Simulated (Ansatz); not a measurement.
**H₅NOSn: a reaction path by the nudged elastic band**

What path joins these two structures, and how high does it climb? Both ends were relaxed at PBE0-D4 in triple zeta.

Method: PBE0-D4/def2-SVP; program: Ansatz 0.2.0, Gaussian basis.

16 further runs of the same task are left out: 16 set aside as unsound or not needed.

### Step 1. Where the work starts

The first end: 8 atoms, charge 0, spin multiplicity 1.

Atoms are counted from 1 here; the program's logs count them from 0.

Bond lengths: Sn1–O2 1.975 Å, Sn1–N3 2.018 Å, Sn1–H5 1.706 Å, Sn1–H6 1.696 Å, O2–H7 0.959 Å, N3–H4 1.011 Å, N3–H8 1.011 Å. Angles: O2–Sn1–N3 112.2°, O2–Sn1–H5 109.1°, O2–Sn1–H6 102.6°, N3–Sn1–H5 106.8°, N3–Sn1–H6 108.9°, H5–Sn1–H6 117.4°, Sn1–O2–H7 113.6°, Sn1–N3–H4 114.7°, Sn1–N3–H8 114.4°, H4–N3–H8 108.1°.

Geometry (Å):

```xyz
8

Sn   -0.0465    0.4347    0.5747
O     1.7639   -0.3515    0.6439
N    -1.2056   -0.4412   -0.8257
H    -0.9668   -0.2058   -1.7796
H     0.0773    2.0831    0.1512
H    -0.6682    0.0680    2.1090
H     2.3048   -0.1387   -0.1194
H    -1.2590   -1.4487   -0.7540
```

The second end:

```
atom    x (Å)    y (Å)    z (Å)
 Sn1  -0.5916   0.5338   0.6258
  O2   1.3945  -0.5545  -0.1726
  N3  -1.2287  -0.2428  -1.0121
  H4   0.7445  -0.7575  -0.8934
  H5   0.1424   2.0757   0.5583
  H6  -0.7286   0.0217   2.2579
  H7   2.1209  -0.0532  -0.5595
  H8  -1.8535  -1.0233  -0.8045
```

### Step 2. The band at PBE0-D4/def2-SVP

neb/in.yaml

```yaml
crystal:
  periodic: [false, false, false]
  atoms:
    - {symbol: Sn, position_ang: [-0.046452, 0.434739, 0.574683]}
    - {symbol: O, position_ang: [1.763923, -0.351481, 0.643932]}
    - {symbol: N, position_ang: [-1.205605, -0.441205, -0.825743]}
    - {symbol: H, position_ang: [-0.966804, -0.205763, -1.779634]}
    - {symbol: H, position_ang: [0.077302, 2.083101, 0.151173]}
    - {symbol: H, position_ang: [-0.668202, 0.067955, 2.109032]}
    - {symbol: H, position_ang: [2.304805, -0.138719, -0.119416]}
    - {symbol: H, position_ang: [-1.258969, -1.448726, -0.754027]}
basis:
  gaussian: {orbitals: def2-SVP}
hamiltonian: {xc: pbe0, dispersion: d4}
neb:
  images: 5
  climbing: true
  max_iterations: 40
  initial_path: idpp
  final_atoms:
    - {symbol: Sn, position_ang: [-0.591632, 0.533773, 0.625830]}
    - {symbol: O, position_ang: [1.394509, -0.554451, -0.172620]}
    - {symbol: N, position_ang: [-1.228711, -0.242756, -1.012131]}
    - {symbol: H, position_ang: [0.744535, -0.757529, -0.893354]}
    - {symbol: H, position_ang: [0.142372, 2.075690, 0.558349]}
    - {symbol: H, position_ang: [-0.728566, 0.021706, 2.257899]}
    - {symbol: H, position_ang: [2.120947, -0.053232, -0.559492]}
    - {symbol: H, position_ang: [-1.853454, -1.023301, -0.804481]}
```

On the command line:

```sh
$ ansatz run in.yaml --threads 4 --pin off --events-out ev --progress --plain --max-ram 9574MiB
```

Q: Predict the outcome of this session. Wanted: from earlier runs: barrier over the separately found saddle, CCSD(T)/def2-TZVPP.

The runs gave:

```
                                                                       quantity                                                   value
                                                PBE0-D4/def2-SVP, 12 iterations  highest 199.1 kJ/mol (image 6), last end +199.1 kJ/mol
from earlier runs: barrier over the separately found saddle, CCSD(T)/def2-TZVPP                                            216.0 kJ/mol
```

**Reading.** The highest image lies 199.1 kJ/mol above the first end, but it is an end point: the band shows no barrier between the ends at this level. The ends are not quite minima at this level (largest force component 0.42 eV/Å), so the heights are unreliable: relaxing the first end would lower it and raise the barrier above it.
